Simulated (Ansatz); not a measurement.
# C₆H₁₃N: vertical ionisation energy

The task here is to estimate one member of a computed series from the others.

Method: unrestricted cation, the program's frozen cores in correlated methods; program: Ansatz 0.2.0, Gaussian basis.

Levels to be run: UKS PBE-D4/def2-TZVPP; UKS r2SCAN-D4/def2-TZVPP; UKS PBE0-D4/def2-TZVPP; UKS B3LYP-D4/def2-TZVPP; UKS wB97X-V/def2-TZVPP; UKS wB97M-V/def2-TZVPP; UKS B2PLYP/def2-TZVPP; UHF-CCSD(T)/def2-TZVPP; UHF-MP2/def2-QZVPP; extrapolation to the limit; then −ε(HOMO) from the neutral's earlier runs with LDA (SPW92), PBE-D4, revPBE-D4, BLYP-D4, r2SCAN-D4, B97M-V, PBE0-D4, B3LYP-D4, r2SCANh-D4, r2SCAN0-D4, HSE06-D4, BHLYP-D4, CAM-B3LYP-D4, LC-ωPBE, ωB97X-V, ωB97M-V.

## The geometry

All runs share one geometry, relaxed beforehand with PBE0-D4 in a triple-zeta def2 set.

20 atoms, charge 0, spin multiplicity 1.

Atoms are counted from 1 here; the program's logs count them from 0.

Bond lengths: C1–C2 1.526 Å, C1–C7 1.526 Å, C1–H8 1.094 Å, C1–H9 1.095 Å, C2–C3 1.522 Å, C2–H10 1.095 Å, C2–H11 1.098 Å, C3–C4 1.523 Å, C3–H12 1.095 Å, C3–H13 1.096 Å, C4–N5 1.452 Å, C4–H14 1.103 Å, C4–H15 1.094 Å, N5–C6 1.449 Å, N5–H16 1.009 Å, C6–C7 1.526 Å, C6–H17 1.095 Å, C6–H18 1.104 Å and more. Angles: C2–C1–C7 112.8°, C2–C1–H8 108.0°, C2–C1–H9 110.3°, C7–C1–H8 108.6°, C7–C1–H9 110.2°, H8–C1–H9 106.7°, C1–C2–C3 115.7°, C1–C2–H10 109.3°, C1–C2–H11 107.9°, C3–C2–H10 108.4°, C3–C2–H11 109.2°, H10–C2–H11 105.9°, C2–C3–C4 115.3°, C2–C3–H12 109.4°, C2–C3–H13 108.8°, C4–C3–H12 106.9°, C4–C3–H13 109.1°, H12–C3–H13 107.0° and more.

As a file:

```xyz
20
C6H13N
C     1.0037    0.3018    1.1193
C     1.5959   -0.3938   -0.1033
C     0.6499   -1.3122   -0.8637
C    -0.6995   -0.7032   -1.2213
N    -1.5072   -0.4756   -0.0358
C    -1.4534    0.8490    0.5501
C    -0.0307    1.3629    0.7539
H     1.8218    0.7847    1.6628
H     0.5655   -0.4349    1.8007
H     2.4728   -0.9754    0.2003
H     1.9700    0.3817   -0.7843
H     0.4475   -2.2052   -0.2631
H     1.1463   -1.6495   -1.7810
H    -0.5621    0.2127   -1.8200
H    -1.2329   -1.4089   -1.8648
H    -2.4682   -0.7334   -0.2029
H    -1.9567    0.7888    1.5212
H    -2.0024    1.6015   -0.0430
H    -0.0703    2.1350    1.5282
H     0.3101    1.8740   -0.1532
```

The first run:

in.yaml reads:

```yaml
crystal:
  periodic: [false, false, false]
  atoms:
    - {symbol: C, position_ang: [1.003688, 0.301785, 1.119336]}
    - {symbol: C, position_ang: [1.595917, -0.393838, -0.103277]}
    - {symbol: C, position_ang: [0.649865, -1.312182, -0.863702]}
    - {symbol: C, position_ang: [-0.699525, -0.703214, -1.221349]}
    - {symbol: N, position_ang: [-1.507170, -0.475633, -0.035835]}
    - {symbol: C, position_ang: [-1.453438, 0.849022, 0.550088]}
    - {symbol: C, position_ang: [-0.030750, 1.362945, 0.753938]}
    - {symbol: H, position_ang: [1.821839, 0.784667, 1.662765]}
    - {symbol: H, position_ang: [0.565466, -0.434933, 1.800656]}
    - {symbol: H, position_ang: [2.472785, -0.975409, 0.200308]}
    - {symbol: H, position_ang: [1.970023, 0.381698, -0.784254]}
    - {symbol: H, position_ang: [0.447503, -2.205213, -0.263130]}
    - {symbol: H, position_ang: [1.146262, -1.649480, -1.780995]}
    - {symbol: H, position_ang: [-0.562113, 0.212731, -1.820013]}
    - {symbol: H, position_ang: [-1.232927, -1.408879, -1.864778]}
    - {symbol: H, position_ang: [-2.468169, -0.733387, -0.202875]}
    - {symbol: H, position_ang: [-1.956702, 0.788799, 1.521205]}
    - {symbol: H, position_ang: [-2.002357, 1.601508, -0.043017]}
    - {symbol: H, position_ang: [-0.070296, 2.134970, 1.528155]}
    - {symbol: H, position_ang: [0.310065, 1.874012, -0.153229]}
basis:
  gaussian: {orbitals: def2-TZVPP}
total_charge: 1
magnetization: {spin_polarized: true, initial_magnetization: 1}
hamiltonian: {xc: pbe, dispersion: d4}
```

The run is started by

```
$ ansatz run in.yaml --threads 2 --pin off --events-out ev --progress --plain --max-ram 32768MiB --backend cuda --devices 0, --max-vram 18GiB
```

Steps of the session up to this table: Cation, UKS PBE-D4/def2-TZVPP; Cation, UKS r2SCAN-D4/def2-TZVPP; Cation, UKS PBE0-D4/def2-TZVPP; Cation, UKS B3LYP-D4/def2-TZVPP; Cation, UKS wB97X-V/def2-TZVPP; Cation, UKS wB97M-V/def2-TZVPP; Cation, UKS B2PLYP (frozen core)/def2-TZVPP; Cation, UHF-CCSD(T)/def2-TZVPP; Cation, UHF-MP2/def2-QZVPP.

One of the session's tables, all rows but one given; the rest of the session is left out.

It belongs to the step «Ionisation energies side by side». Orbital estimates, from the neutral's runs:

```
  functional  −ε(HOMO) (eV)
 LDA (SPW92)           4.86
      PBE-D4           4.75
   revPBE-D4           4.70
     BLYP-D4           4.66
   r2SCAN-D4           5.01
      B97M-V           5.22
     PBE0-D4           6.14
    B3LYP-D4           5.94
  r2SCANh-D4           5.54
  r2SCAN0-D4           6.33
    HSE06-D4           5.74
    BHLYP-D4           7.51
CAM-B3LYP-D4           7.57
     LC-ωPBE           8.89
     ωB97X-V              ?
     ωB97M-V           8.52
```

**Question.** Estimate the row for ωB97X-V.

The run gave: −ε(HOMO) (eV): 8.59. In the column «−ε(HOMO) (eV)» it lies between ωB97M-V (8.52) and LC-ωPBE (8.89).
